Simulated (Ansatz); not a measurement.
# HfO2 (rhombohedral fluorite derivative): the cost of one run

Program: Ansatz 0.2.0. Level of theory: DFT PBEsol, scalar-relativistic, plane waves, PAW. These are calculated values, not measurements.

**1. Starting point**

It takes space group R3m (No. 160, trigonal). Conventional cell: a = 7.200 Å, b = 7.200 Å, c = 8.880 Å, α = 90.00°, β = 90.00°, γ = 120.00°. Around Hf (site symmetry 3m) lie 3 O at 1.84 Å. Around Hf (site symmetry m) lie 5 O at 1.56 to 2.27 Å. O (site symmetry 3m) is surrounded by 3 Hf at 2.21 Å. Around O (site symmetry m) lie 1 Hf at 1.84 Å. O (site symmetry m) is surrounded by 1 Hf at 1.56 Å. O (site symmetry 3m) is surrounded by 3 Hf at 2.00 Å.

Coordinates:

```
Hf O
1.0
     5.10307    0.01190    0.01190
     0.01190    5.10307    0.01190
     0.01190    0.01190    5.10307
Hf O
4 8
Direct
  0.00065 0.00065 0.00065
  0.97411 0.50663 0.50663
  0.50663 0.97411 0.50663
  0.50663 0.50663 0.97411
  0.32828 0.32828 0.32828
  0.13696 0.13696 0.69506
  0.13696 0.69506 0.13696
  0.13066 0.69128 0.69128
  0.69506 0.13696 0.13696
  0.69128 0.13066 0.69128
  0.69128 0.69128 0.13066
  0.71384 0.71384 0.71384
```

**2. Relaxing the atoms: HfO2 (rhombohedral fluorite derivative), no spin**

input.yaml reads:

```yaml
crystal:
  lattice:
    - [5.1030693465, 0.011900522, 0.011900522]
    - [0.011900522, 5.1030693465, 0.011900522]
    - [0.011900522, 0.011900522, 5.1030693465]
  atoms:
    - { symbol: Hf, position: [0.0006527903, 0.0006527903, 0.0006527903] }
    - { symbol: Hf, position: [0.9741086457, 0.5066294149, 0.5066294149] }
    - { symbol: Hf, position: [0.5066294149, 0.9741086457, 0.5066294149] }
    - { symbol: Hf, position: [0.5066294149, 0.5066294149, 0.9741086457] }
    - { symbol: O, position: [0.3282812963, 0.3282812963, 0.3282812963] }
    - { symbol: O, position: [0.1369636248, 0.1369636248, 0.695060222] }
    - { symbol: O, position: [0.1369636248, 0.695060222, 0.1369636248] }
    - { symbol: O, position: [0.1306582268, 0.6912784929, 0.6912784929] }
    - { symbol: O, position: [0.695060222, 0.1369636248, 0.1369636248] }
    - { symbol: O, position: [0.6912784929, 0.1306582268, 0.6912784929] }
    - { symbol: O, position: [0.6912784929, 0.6912784929, 0.1306582268] }
    - { symbol: O, position: [0.7138392621, 0.7138392621, 0.7138392621] }
scf:
  occupations: { method: fixed }
output:
  forces: true
  stress: true
  eigenvalues: true
  polarization: {}
  write_density: true
  write_potential: true
  elf: true
  volumetric_format: npy
hamiltonian:
  xc: pbesol
basis:
  ecutwfc: 560
kpoints:
  mp_grid: { grid: [4, 4, 4] }
relax:
  f_tol: 0.004
  max_steps: 120
```

Started as:

```console
> ansatz run input.yaml --threads 4 --pin off --max-ram 8192MiB --backend cpu --events-out ev --progress --plain --runs-dir out
```

**Question.** How long does this run take on 4 threads of Arm Neoverse V1, shared host, and how much memory does it need?

About 2.1 min, with a peak of 0.94 GiB.
